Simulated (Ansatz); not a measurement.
This script drives the Python package of Ansatz (0.2.0).

The script, `torsion.py`:
```python
"""Energy of C3H6BF as one group turns about a bond."""

from dataclasses import dataclass

import ansatz as az
from ase import Atoms


@dataclass(frozen=True)
class Options:
    basis_set: str = "def2-SVP"
    xc: str = "CAM-B3LYP"
    force_tol: float = 0.02


cfg = Options()

atoms = Atoms(["C", "C", "B", "C", "F", "H", "H", "H", "H", "H", "H"], positions=[
    [-1.5194, 1.1858, 0.7327],
    [-0.7426, 0.1862, 0.6218],
    [0.3347, 0.1153, -0.5025],
    [1.4037, -1.1364, -0.5676],
    [0.5204, 1.179, -1.4649],
    [-1.5093, 2.0857, 0.0321],
    [-2.2945, 1.2519, 1.5056],
    [-0.7894, -0.6142, 1.3214],
    [1.901, -1.2215, 0.4273],
    [2.044, -1.0241, -1.3826],
    [0.7169, -2.0647, -0.7025],
])

# relax first, so that the scan starts from a minimum
first = az.Crystal.molecule_from_ase(atoms).calculation()
first = first.basis(gaussian=cfg.basis_set)
first = first.functional(cfg.xc)
first = first.relax(force_tolerance=cfg.force_tol, max_steps=80)
atoms.positions = first.run(threads=1, backend="cpu").report["positions_ang"]

start = atoms.get_dihedral(2, 1, 0, 5)
energies = {}
for turn in range(0, 360, 30):
    turned = atoms.copy()
    turned.set_dihedral(2, 1, 0, 5, start + turn, indices=[0, 5, 6])
    model = az.Crystal.molecule_from_ase(turned).calculation()
    model = model.basis(gaussian=cfg.basis_set)
    model = model.functional(cfg.xc)
    energies[round((start + turn) % 360)] = model.run(threads=1, backend="cpu").report["free_energy_ev"]
floor = min(energies.values())
print("dihedral B2-C1-C0-H5 (deg)   E - E(min) (kcal/mol)")
for angle, e in sorted(energies.items()):
    print(f"{angle:8d} {23.060548 * (e - floor):14.3f}  " + "#" * int(30 * (e - floor) / max(max(energies.values()) - floor, 1e-9)))
```

It is started by `python torsion.py`. How long does it take on 1 thread of Arm Neoverse V1, on a shared host, and how much memory does it need?

It took about 80 s, with a peak of 0.31 GiB, for 13 runs of the engine.

`python torsion.py` gives:
```text
dihedral B2-C1-C0-H5 (deg)   E - E(min) (kcal/mol)
       0          0.000
      30         10.552  ###
      60         40.765  ##############
      90         85.600  #############################
     120         40.871  ##############
     150         10.659  ###
     180          0.096
     210         10.620  ###
     240         40.804  ##############
     270         85.663  ##############################
     300         40.833  ##############
     330         10.593  ###
```

The scan is rigid and the energies are electronic, in a modest basis. With rigid groups the curve can differ much from the relaxed path, the start wasn't checked as a minimum of this torsion, and equivalent turns needn't return to the same energy.
